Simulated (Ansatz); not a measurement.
## Ta3N in Ansatz: the effect of functional

The system is Ta3N.

```xyz
4
Lattice="2.9703 0.0000 0.0000 -1.4852 2.5724 0.0000 0.0000 0.0000 7.3705" Properties=species:S:1:pos:R:3 pbc="T T T"
Ta    1.4852    0.8575    6.0886
Ta    0.0000    1.7149    1.2820
Ta    0.0000    0.0000    3.6853
N     0.0000    0.0000    0.0000
```

The cell comes from a database or a generator and needn't be the stable form of this composition.

The cell isn't the ideal one: volume scaled by 0.94.

Alike in all runs:

```yaml
Program: Ansatz 0.2.0
Task: single point
Potentials_or_basis: Ansatz PAW
k_mesh: 10 × 10 × 4
Occupations: fermi-dirac, width 0.05 eV
Spin: no spin polarisation
```

| functional | cutoff | pressure (GPa) | largest force (eV/Å) |
| --- | --- | --- | --- |
| LDA | 420 eV (not typed: the program's choice for these potentials) | 2.4 | 0.11 |
| r2SCAN | 500 eV (not typed: the program's choice for these potentials) | 13.3 | 0.34 |
| PBE | 420 eV (not typed: the program's choice for these potentials) | ? | ? |

Question: What does the run with functional PBE give?

Answer: Pressure 16.5 GPa; largest force 0.29 eV/Å.

Caveats: the PAW data sets come from PBE, with cores solved anew for the run's functional, which leaves a small shift of forces and pressure (some runs).
